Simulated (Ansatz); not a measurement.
# Al8CN6: the cost of one run

Program: Ansatz 0.2.0. Level of theory: DFT PBE-D3(BJ), scalar-relativistic, plane waves, PAW. These are calculated values, not measurements.

## Step 1: The starting structure

It takes space group P1 (No. 1, triclinic). The conventional cell has a = 4.978 Å, b = 5.388 Å, c = 6.222 Å, α = 90.00°, β = 90.00°, γ = 90.00°. Al (site symmetry 1) has 4 N at 1.85 to 1.92 Å as nearest neighbours. Around Al (site symmetry 1) lie 3 N at 1.85 to 2.00 Å. Around N (site symmetry 1) lie 4 Al at 1.85 to 1.96 Å. N (site symmetry 1) has 4 Al at 1.86 to 2.00 Å as nearest neighbours. Al (site symmetry 1) has 3 N at 1.77 to 1.90 Å and 1 C at 1.93 Å as nearest neighbours. Al (site symmetry 1) has 4 N at 1.85 to 1.89 Å as nearest neighbours. Around N (site symmetry 1) lie 4 Al at 1.84 to 1.95 Å. N (site symmetry 1) has 4 Al at 1.77 to 1.95 Å as nearest neighbours. Only part of the 15 independent sites is listed.

The input asks for a charge of -1 e on the cell.

As a file:

```cif
data_structure
_symmetry_space_group_name_H-M 'P1'
_symmetry_Int_Tables_number 1
_cell_length_a 4.9780
_cell_length_b 5.3884
_cell_length_c 6.2220
_cell_angle_alpha 90.000
_cell_angle_beta 90.000
_cell_angle_gamma 90.000
_cell_volume 166.90
loop_
_atom_site_label
_atom_site_type_symbol
_atom_site_symmetry_multiplicity
_atom_site_Wyckoff_symbol
_atom_site_fract_x
_atom_site_fract_y
_atom_site_fract_z
_atom_site_occupancy
Al1 Al 1 a 0.99793 0.67244 0.49813 1
Al2 Al 1 a 0.50609 0.33844 0.50023 1
N1 N 1 a 0.61800 0.66541 0.50990 1
N2 N 1 a 0.10496 0.34256 0.50318 1
Al3 Al 1 a 0.00800 0.15571 0.74978 1
Al4 Al 1 a 0.49871 0.84494 0.74858 1
N3 N 1 a 0.62768 0.16769 0.75903 1
N4 N 1 a 0.12738 0.84545 0.74646 1
Al5 Al 1 a 0.99656 0.66655 0.99840 1
Al6 Al 1 a 0.50395 0.33443 0.99796 1
N5 N 1 a 0.60963 0.67413 0.99789 1
C1 C 1 a 0.11133 0.33339 0.00553 1
Al7 Al 1 a 0.98765 0.16001 0.24705 1
Al8 Al 1 a 0.50254 0.84462 0.25135 1
N6 N 1 a 0.11613 0.82225 0.24766 1
```

## Step 2: End point A relaxed

File input.yaml:

```yaml
crystal:
  lattice:
    - [-3.111, -5.38841, 0.0]
    - [4.6665, -2.694205, 0.0]
    - [0.0, 0.0, 4.978]
  atoms:
    - { symbol: Al, position: [0.5018736, 0.3275561, 0.0020707] }
    - { symbol: Al, position: [0.4997708, 0.6615583, 0.4939127] }
    - { symbol: "N", position: [0.4901045, 0.3345933, 0.3819952] }
    - { symbol: "N", position: [0.4968211, 0.6574442, 0.8950409] }
    - { symbol: Al, position: [0.2502163, 0.8442914, -0.0079996] }
    - { symbol: Al, position: [0.251419, 0.1550643, 0.5012948] }
    - { symbol: "N", position: [0.2409697, 0.8323118, 0.3723209] }
    - { symbol: "N", position: [0.253538, 0.1545483, 0.8726217] }
    - { symbol: Al, position: [0.0015974, 0.3334469, 0.0034377] }
    - { symbol: Al, position: [0.0020351, 0.6655669, 0.4960472] }
    - { symbol: "N", position: [0.0021108, 0.3258684, 0.3903682] }
    - { symbol: C, position: [-0.0055274, 0.6666139, 0.888673], spin: 1.0 }
    - { symbol: Al, position: [0.7529515, 0.8399877, 0.0123459] }
    - { symbol: Al, position: [0.7486533, 0.1553836, 0.4974619] }
    - { symbol: "N", position: [0.7523405, 0.1777481, 0.8838687] }
magnetization:
  spin_polarized: true
total_charge: -1
basis:
  ecutwfc: 420.0
kpoints:
  mp_grid: { grid: [2, 2, 2] }
hamiltonian:
  xc: pbe
  dispersion: d3bj
  pseudopotentials: { kind: paw, azcp: { folder: soft_1 } }
scf:
  occupations: { method: gaussian, width: 0.02 }
  lower_state_search: "off"
relax:
  f_tol: 0.03
  max_steps: 60
  adjacent_minimum: "off"
output:
  write_density: true
  write_potential: true
  elf: true
  volumetric_format: npy
```

The run is started by

```bash
$ ansatz run input.yaml --threads 1 --pin off --max-ram 3072MiB --backend cpu --events-out ev --progress --plain --runs-dir out
```

What time and memory should one allow on 1 thread of Arm Neoverse V1, shared host?

About 2.9 min, with a peak of 0.59 GiB.
